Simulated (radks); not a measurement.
# Tb⁺ in [Xe] 4f9 6s1: an all-electron calculation

Aim: the levels, the sizes of the orbitals and the parts of the energy of the terbium ion Tb+.

The numbers are computed with radks (a radial shooting solver on a logarithmic mesh, Libxc functionals) version 1 (Dirac Kohn-Sham, BLYP, spin-unpolarised, spherical densities, finite nucleus; open shells are shared between the two j in proportion to 2j + 1), except any that are marked as measured or tabulated.

## 1. Starting point

* element: terbium (Z = 65)
* charge: +1
* electrons: 64
* configuration: [Xe] 4f9 6s1
* nuclear rms radius: 5.06 fm

Outer shells as boxes (Hund's rule):

Tb⁺
```
[Xe] core
4f [↑↓][↑↓][↑ ][↑ ][↑ ][↑ ][↑ ]
6s [↑ ]
```

## 2. The run

Settings of this run:

```text
Z 65
configuration [Xe] 4f9 6s1 5d0 6p0
relativity Dirac
functional b88,lyp
spin unpolarised
j_filling average
nucleus finite rms 5.06 fm
c 137.035999084
```

Run with:

```console
$ python run_ks.py task.json out
```

All runs below come from this command, one after another.

What does the calculation give?

The runs gave:

```
                        quantity                   value
                    total energy     -11718.5534 hartree
exchange-correlation share of it                  2.20 %
                            −T/E                  1.0935
          highest occupied level        6s1/2, -8.783 eV
    most extended occupied level  6s1/2, <r> = 3.75 bohr
 radius at density 0.001 e/bohr³               4.45 bohr
    maxima of the radial density                       4
         ionisation energy, NIST    11.51 (semi-emp.) eV
```

What this shows: The radial density shows 4 maxima for 6 occupied principal shells; where shells overlap, one shows as a shoulder or not at all. −T/E is 1.094: with relativity the kinetic term as defined here no longer equals −E. The top level binds by 8.783 eV, 76 % of the NIST ionisation energy of 11.51 eV; the potential of a semilocal functional falls off too fast, so its top eigenvalue is too shallow. Spin polarisation and multiplet splitting are left out. Sharing an open shell by 2j + 1 raises it above the true ground level by a part of the spin-orbit splitting, which enters the differences from NIST.
